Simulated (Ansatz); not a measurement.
# Ti5AlN6: from a guess to a relaxed structure

Where does this trial cell of Ti5AlN6 go when cell and atoms are let free, and does the end survive a random kick?

Program: Ansatz 0.2.0. Level of theory: DFT PBE, scalar-relativistic, plane waves, PAW. These are calculated values, not measurements.

1 further run of the same task is left out (for a known fault of the program). Runs told in other sessions of the task aren't counted.

**1. The starting structure**

Symmetry: P4/mmm, No. 123, tetragonal system. The conventional cell has a = 2.981 Å, b = 2.981 Å, c = 12.734 Å, α = 90.00°, β = 90.00°, γ = 90.00°. Ti (site symmetry 4mm) has 6 N at 2.09 to 2.17 Å in its first shell of neighbours. Ti (site symmetry 4mm) is surrounded by 6 N at 2.11 to 2.19 Å. Around Ti (site symmetry 4/mmm) lie 6 N at 2.11 Å. Al (site symmetry 4/mmm) is surrounded by 6 N at 2.04 to 2.11 Å. N (site symmetry 4mm) has 1 Al at 2.04 Å and 5 Ti at 2.11 to 2.19 Å in its first shell of neighbours. Around N (site symmetry 4mm) lie 6 Ti at 2.09 to 2.11 Å. N (site symmetry 4/mmm) is surrounded by 6 Ti at 2.11 to 2.14 Å. Around N (site symmetry 4/mmm) lie 4 Al at 2.11 Å and 2 Ti at 2.17 Å.

Coordinates:

```cif
data_structure
_symmetry_space_group_name_H-M 'P4/mmm'
_symmetry_Int_Tables_number 123
_cell_length_a 2.9805
_cell_length_b 2.9805
_cell_length_c 12.7342
_cell_angle_alpha 90.000
_cell_angle_beta 90.000
_cell_angle_gamma 90.000
_cell_volume 113.12
loop_
_atom_site_label
_atom_site_type_symbol
_atom_site_symmetry_multiplicity
_atom_site_Wyckoff_symbol
_atom_site_fract_x
_atom_site_fract_y
_atom_site_fract_z
_atom_site_occupancy
Ti1 Ti 2 h 0.50000 0.50000 0.17020 1
Ti2 Ti 2 g 0.00000 0.00000 0.33169 1
Ti3 Ti 1 d 0.50000 0.50000 0.50000 1
Al1 Al 1 a 0.00000 0.00000 0.00000 1
N1 N 2 g 0.00000 0.00000 0.15986 1
N2 N 2 h 0.50000 0.50000 0.33418 1
N3 N 1 b 0.00000 0.00000 0.50000 1
N4 N 1 c 0.50000 0.50000 0.00000 1
```

The start is the relaxed end of an invented cell (made as: elements ordered on the sites of the TiN type, Ti/Al on Ti (P4/mmm, No. 123)), taken up again for a closer look.

**2. Probe: one point on a coarse mesh**

input.yaml reads:

```yaml
crystal:
  lattice:
    - [2.9805092, 0.0, 0.0]
    - [0.0, 2.9805092, 0.0]
    - [0.0, 0.0, 12.7342438]
  atoms:
    - { symbol: Ti, position: [0.5, 0.5, 0.170197] }
    - { symbol: Ti, position: [0.0, 0.0, 0.331688] }
    - { symbol: Ti, position: [0.5, 0.5, 0.5] }
    - { symbol: Ti, position: [0.0, 0.0, 0.668312] }
    - { symbol: Ti, position: [0.5, 0.5, 0.829803] }
    - { symbol: Al, position: [0.0, 0.0, 0.0] }
    - { symbol: "N", position: [0.0, 0.0, 0.159857] }
    - { symbol: "N", position: [0.5, 0.5, 0.334183] }
    - { symbol: "N", position: [0.0, 0.0, 0.5] }
    - { symbol: "N", position: [0.5, 0.5, 0.665817] }
    - { symbol: "N", position: [0.0, 0.0, 0.840143] }
    - { symbol: "N", position: [0.5, 0.5, 0.0] }
basis:
  ecutwfc: 420
kpoints:
  mp_grid: { grid: [6, 6, 2] }
hamiltonian:
  xc: pbe
scf:
  occupations: { method: gaussian, width: 0.1 }
  lower_state_search: "off"
output:
  forces: true
  stress: true
  eigenvalues: true
```

Started as:

```
$ ansatz run input.yaml --threads 4 --pin off --max-ram 8192MiB --backend cpu --events-out ev --progress --plain --runs-dir out
```

Further runs follow: spin check on a coarse mesh; final relaxation; reference for the kick test; kicked and relaxed without symmetry.

What does the calculation give? Wanted: conventional cell; volume; energy over the elements; gap on the mesh.

The runs gave:

| quantity | value |
| --- | --- |
| symmetry at the end (tolerance 0.05 Å) | space group P4/mmm (No. 123) |
| conventional cell | a = 2.981 Å, b = 2.981 Å, c = 12.734 Å, α = 90.00°, β = 90.00°, γ = 90.00° |
| volume | 9.43 Å³/atom |
| energy over the elements (uncorrected; H, N, O, F and Cl as molecules) | -1.59 eV/atom |
| gap on the mesh | none (metal) |

The space group P4/mmm (No. 123) is kept, at nearly the size of the first guess. A negative formation energy is needed for stability but isn't enough; other structures and compounds were not set against it here. The kicked cell came back to the same energy, so the end is stable against the distortions that fit this cell and this draw; modes that don't fit the cell aren't tested. A spin-polarised run here lost its starting moments, which speaks against magnetism, though one start doesn't rule it out. Other magnetic orders were not searched.
